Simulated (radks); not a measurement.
# Ionisation of B: one atom, several choices of exchange strength α

An exercise on one series of results from a longer session: the logs are not shown, and one member is left open.

Method: non-relativistic Kohn-Sham, spin-polarised, spherical densities, point nucleus; open shells are filled with parallel spins first. Code: radks (a radial shooting solver on a logarithmic mesh, Libxc functionals) version 1.

## The atom as given

| Quantity | Value |
| --- | --- |
| element | boron (Z = 5) |
| charge | 0 |
| electrons | 5 |
| configuration | [He] 2s2 2p1 |
| ion | B⁺, [He] 2s2 |
| choices | α = 0.558; α = 0.667; α = 0.829; α = 0.953; α = 1.013 |

Outer shells as boxes (Hund's rule):

B
```
[He] core
2s [↑↓]
2p [↑ ][  ][  ]
```

B⁺
```
[He] core
2s [↑↓]
```

The first run:

The run's settings:

```text
Z 5
configuration [He] 2s2 2p1
relativity non-relativistic
functional xalpha 0.558
spin polarised
nucleus point
```

Steps of the session up to this table: α = 0.558: B.

One table of the session follows, with a row left open; its other results are not shown here.

From the orbitals of this run (lengths in bohr):

```
  level     <r>  outermost maximum (interpolated)  90 % within
  1s up  0.3367                             0.214        0.607
1s down  0.3359                             0.214        0.605
  2s up   2.021                              1.54         3.26
2s down       ?                                 ?            ?
  2p up   2.482                              1.61         4.36
2p down   2.718                              1.66         4.88
```

**Question.** Estimate the row for 2s down.

**Answer.** <r>: 2.062; outermost maximum (interpolated): 1.56; 90 % within: 3.34. In the column «<r>» it lies between 2s up (2.021) and 2p up (2.482).

Limits of these values: Open shells are spherical and high-spin; term and fine-structure splittings are not resolved.
